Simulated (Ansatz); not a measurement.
**C2H9AlBN: one species, many methods**

How much do the methods differ for C2H9AlBN? The plan is to run it at one geometry with functionals of several rungs and with coupled cluster, and see how far each lands from CCSD(T) at the basis-set limit for the atomisation energy.

Computed with Ansatz 0.2.0, Gaussian basis. Level: functionals in def2-TZVPP, the program's frozen cores in correlated methods.

Plan: PBE-D4, r2SCAN-D4, PBE0-D4, B3LYP-D4, ωB97X-V, ωB97M-V, B2PLYP; CCSD(T)/def2-TZVPP; MP2/def2-QZVPP; extrapolation to the limit.

## Step 1: Structure used throughout

An earlier PBE0-D4 in a triple-zeta def2 set relaxation fixed the geometry.

14 atoms, charge 0, spin multiplicity 1.

Atoms are counted from 1 here; the program's logs count them from 0.

Bond lengths: C1–B2 1.553 Å, C1–H6 1.091 Å, C1–H7 1.096 Å, C1–H8 1.103 Å, B2–Al3 2.147 Å, B2–C4 1.590 Å, Al3–N5 2.101 Å, Al3–H9 1.606 Å, Al3–H10 1.606 Å, C4–N5 1.498 Å, C4–H11 1.097 Å, C4–H12 1.100 Å, N5–H13 1.014 Å, N5–H14 1.014 Å. Angles: B2–C1–H6 114.7°, B2–C1–H7 115.6°, B2–C1–H8 104.3°, H6–C1–H7 109.6°, H6–C1–H8 105.5°, H7–C1–H8 106.2°, C1–B2–Al3 149.8°, C1–B2–C4 121.9°, Al3–B2–C4 88.3°, B2–Al3–N5 70.9°, B2–Al3–H9 123.6°, B2–Al3–H10 118.0°, N5–Al3–H9 104.8°, N5–Al3–H10 105.0°, H9–Al3–H10 117.2°, B2–C4–N5 105.8°, B2–C4–H11 120.2°, B2–C4–H12 103.7° and more.

## Step 2: PBE-D4 (GGA)

Contents of in.yaml:

```yaml
crystal:
  periodic: [false, false, false]
  atoms:
    - {symbol: C, position_ang: [-1.969891, -1.048461, 0.142598]}
    - {symbol: B, position_ang: [-0.598346, -0.392079, -0.173454]}
    - {symbol: Al, position_ang: [0.833625, 0.315213, -1.607834]}
    - {symbol: C, position_ang: [0.387533, 0.089477, 0.977152]}
    - {symbol: N, position_ang: [1.397266, 0.970209, 0.307530]}
    - {symbol: H, position_ang: [-2.327047, -1.746107, -0.616767]}
    - {symbol: H, position_ang: [-2.058419, -1.507565, 1.133518]}
    - {symbol: H, position_ang: [-2.684011, -0.208095, 0.128787]}
    - {symbol: H, position_ang: [0.645655, 1.661850, -2.462705]}
    - {symbol: H, position_ang: [2.001131, -0.688205, -2.064913]}
    - {symbol: H, position_ang: [-0.012681, 0.537613, 1.895019]}
    - {symbol: H, position_ang: [0.900779, -0.833842, 1.283186]}
    - {symbol: H, position_ang: [2.334412, 0.875640, 0.681834]}
    - {symbol: H, position_ang: [1.136996, 1.945352, 0.404848]}
basis:
  gaussian: {orbitals: def2-TZVPP}
hamiltonian: {xc: pbe, dispersion: d4}
output: {forces: true, orbitals: {seedname: orbitals}}
```

Run with:

```bash
$ ansatz run in.yaml --threads 4 --pin off --events-out ev --progress --plain --max-ram 10444MiB
```

After this run come: r2SCAN-D4 (meta-GGA); PBE0-D4 (hybrid); B3LYP-D4 (hybrid); ωB97X-V (range-separated); ωB97M-V (range-separated); B2PLYP (double hybrid); CCSD(T) in def2-TZVPP; MP2 in def2-QZVPP.

Before running them: what should the planned runs give, taken together? Wanted: atomisation energy, CCSD(T)/CBS; farthest; mean size of error, hybrid; mean size of error, range-separated; gap, smallest and largest; T1 diagnostic; triples share of the correlation energy.

As calculated:

```
                               quantity                                value
        atomisation energy, CCSD(T)/CBS                            50.536 eV
    functionals within 0.253 eV (0.5 %)                             B3LYP-D4
                               farthest                   PBE-D4 (+0.861 eV)
             mean size of error, hybrid                             0.266 eV
    mean size of error, range-separated                             0.332 eV
              gap, smallest and largest  2.77 eV (PBE-D4), 9.29 eV (ωB97X-V)
                          T1 diagnostic                               0.0106
triples share of the correlation energy                                3.7 %
```

In words: PBE-D4 is off by +0.861 eV. Double hybrids carry the basis error of their MP2 part in triple zeta, and no dispersion term here, so their miss is partly the set-up's. The reference freezes the cores and leaves out relativity and excitations past (T), so misses under about 0.253 eV can't be ranked. Hartree-Fock recovers 74 % of the binding; the rest is correlation. Orbital gaps span 2.8 to 9.3 eV; exact exchange widens them.
